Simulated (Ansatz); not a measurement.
# CH₃F₃SSi: small, medium and large basis sets

An exercise on one series of results from a longer session: the logs are not shown, and one member is left open.

The runs use Ansatz 0.2.0, Gaussian basis; one geometry, several basis sets.

The runs, in order: PBE0-D4/def2-SVP; ωB97M-V/def2-SVP; PBE0-D4/def2-QZVPP; ωB97M-V/def2-QZVPP; the functionals' def2-TZVPP values are taken from earlier runs.

## The relaxed structure

All runs share one geometry, relaxed beforehand with PBE0-D4 in a triple-zeta def2 set.

SMILES `CS[Si](F)(F)F`, 9 atoms, charge 0, spin multiplicity 1.

Atoms are counted from 1 here; the program's logs count them from 0.

Bond lengths: C1–S2 1.824 Å, C1–H7 1.089 Å, C1–H8 1.089 Å, C1–H9 1.089 Å, S2–Si3 2.080 Å, Si3–F4 1.577 Å, Si3–F5 1.572 Å, Si3–F6 1.577 Å. Angles: S2–C1–H7 105.8°, S2–C1–H8 111.0°, S2–C1–H9 111.0°, H7–C1–H8 109.1°, H7–C1–H9 109.1°, H8–C1–H9 110.6°, C1–S2–Si3 98.2°, S2–Si3–F4 112.8°, S2–Si3–F5 109.0°, S2–Si3–F6 112.8°, F4–Si3–F5 108.4°, F4–Si3–F6 105.3°, F5–Si3–F6 108.4°.

As a file:

```mol
CH3F3SSi
  3D, bonds by distance, orders not assigned

  9  8  0  0  0  0  0  0  0  0999 V2000
   -0.0959   -1.2180    0.9090 C   0  0
    1.2883   -0.4002    0.0478 S   0  0
    0.2087    1.1230   -0.8683 Si  0  0
   -0.9148    0.5804   -1.8336 F   0  0
    1.1948    2.0158   -1.7066 F   0  0
   -0.5423    2.0466    0.1669 F   0  0
    0.3433   -2.0565    1.4472 H   0  0
   -0.8290   -1.5949    0.1981 H   0  0
   -0.5648   -0.5426    1.6223 H   0  0
  1  2  8  0
  2  3  8  0
  3  4  8  0
  3  5  8  0
  3  6  8  0
  1  7  8  0
  1  8  8  0
  1  9  8  0
M  END
```

Set-up of the first run:

Input file in.yaml:

```yaml
crystal:
  periodic: [false, false, false]
  atoms:
    - {symbol: C, position_ang: [-0.095859, -1.217996, 0.908989]}
    - {symbol: S, position_ang: [1.288349, -0.400151, 0.047832]}
    - {symbol: Si, position_ang: [0.208706, 1.123045, -0.868284]}
    - {symbol: F, position_ang: [-0.914785, 0.580411, -1.833556]}
    - {symbol: F, position_ang: [1.194780, 2.015836, -1.706551]}
    - {symbol: F, position_ang: [-0.542286, 2.046595, 0.166870]}
    - {symbol: H, position_ang: [0.343327, -2.056466, 1.447216]}
    - {symbol: H, position_ang: [-0.828999, -1.594908, 0.198124]}
    - {symbol: H, position_ang: [-0.564833, -0.542567, 1.622259]}
basis:
  gaussian: {orbitals: def2-SVP}
hamiltonian: {xc: pbe0, dispersion: d4}
output: {orbitals: {seedname: orbitals}}
```

Started as:

```bash
$ ansatz run in.yaml --threads 4 --pin off --events-out ev --progress --plain --max-ram 10444MiB
```

Steps of the session up to this table: PBE0-D4 in def2-SVP; ωB97M-V in def2-SVP; PBE0-D4 in def2-QZVPP; ωB97M-V in def2-QZVPP.

One table of the session follows, with a row left open; its other results are not shown here.

| functional | basis | HOMO (eV) | LUMO (eV) |
| --- | --- | --- | --- |
| PBE0-D4 | def2-SVP | -7.78 | 0.20 |
| PBE0-D4 | def2-TZVPP | -7.84 | -0.21 |
| PBE0-D4 | def2-QZVPP | -7.86 | -0.40 |
| ωB97M-V | def2-SVP | -9.95 | 2.26 |
| ωB97M-V | def2-TZVPP | -10.04 | 1.70 |
| ωB97M-V | def2-QZVPP | ? | ? |

Q: Estimate the row for ωB97M-V, def2-QZVPP from the others.

The run gave: HOMO (eV): -10.08; LUMO (eV): 1.22. In the column «HOMO (eV)» it is the lowest.
